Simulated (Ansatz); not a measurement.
**ZrWN2: what a guessed cell relaxes into**

Where does this trial cell of ZrWN2 go when cell and atoms are let free?

Program: Ansatz 0.2.0. Level of theory: DFT PBE, scalar-relativistic, plane waves, PAW. These are calculated values, not measurements.

## (1) The system as given

Symmetry: R-3m, No. 166, trigonal system. Conventional cell: a = 3.160 Å, b = 3.160 Å, c = 15.571 Å, α = 90.00°, β = 90.00°, γ = 120.00°. Around Zr (site symmetry -3m) lie 6 N at 2.35 Å. Around W (site symmetry -3m) lie 6 N at 2.14 Å. N (site symmetry 3m) is surrounded by 3 W at 2.14 Å and 3 Zr at 2.35 Å.

Coordinates:

```cif
data_structure
_symmetry_space_group_name_H-M 'P 1'
_symmetry_Int_Tables_number 1
_cell_length_a 5.5016
_cell_length_b 5.5016
_cell_length_c 5.5016
_cell_angle_alpha 33.382
_cell_angle_beta 33.382
_cell_angle_gamma 33.382
_cell_volume 44.89
loop_
_atom_site_label
_atom_site_type_symbol
_atom_site_fract_x
_atom_site_fract_y
_atom_site_fract_z
_atom_site_occupancy
Zr1 Zr 0.50000 0.50000 0.50000 1
W1 W 0.00000 0.00000 0.00000 1
N1 N 0.73841 0.73841 0.73841 1
N2 N 0.26159 0.26159 0.26159 1
```

A structure generator made this guess: close-packed anion layers stacked AB|C, with sites between them filled layer by layer (R-3m, No. 166). The dimensions are guesses.

## (2) Probe: one point on a coarse mesh

Contents of input.yaml:

```yaml
crystal:
  lattice:
    - [1.58014343, 0.91229623, 5.19026001]
    - [-1.58014343, 0.91229623, 5.19026001]
    - [0.0, -1.82459247, 5.19026001]
  atoms:
    - { symbol: Zr, position: [0.5, 0.5, 0.5] }
    - { symbol: W, position: [0.0, 0.0, 0.0] }
    - { symbol: "N", position: [0.73841016, 0.73841016, 0.73841016] }
    - { symbol: "N", position: [0.26158984, 0.26158984, 0.26158984] }
basis:
  ecutwfc: 420
kpoints:
  mp_grid: { grid: [6, 6, 6] }
hamiltonian:
  xc: pbe
scf:
  occupations: { method: gaussian, width: 0.1 }
  lower_state_search: "off"
output:
  forces: true
  stress: true
  eigenvalues: true
```

On the command line:

```console
$ ansatz run input.yaml --threads 1 --pin off --max-ram 2048MiB --backend cpu --events-out ev --progress --plain --runs-dir out
```

The session goes on with these runs: a loose first relaxation; relaxation on the finer mesh.

Before running it: what results should come out? Wanted: conventional cell; volume; energy over the elements; gap on the mesh.

As calculated:

```
                                                              quantity                                                                        value
                                symmetry at the end (tolerance 0.05 Å)                                                   space group R-3m (No. 166)
                                                     conventional cell  a = 3.181 Å, b = 3.181 Å, c = 15.157 Å, α = 90.00°, β = 90.00°, γ = 120.00°
                                                                volume                                                                11.07 Å³/atom
energy over the elements (uncorrected; H, N, O, F and Cl as molecules)                                                                -0.77 eV/atom
                                                       gap on the mesh                                                                 none (metal)
```

The space group R-3m (No. 166) is kept, and the volume per atom shrinks by 1.4 % from the first guess. It lies below the elements, which doesn't yet make it stable: competing phases were not computed in this session. No finished test with a distortion of lower symmetry is shown, so the end may be a saddle point. Spin-orbit coupling is left out for W.
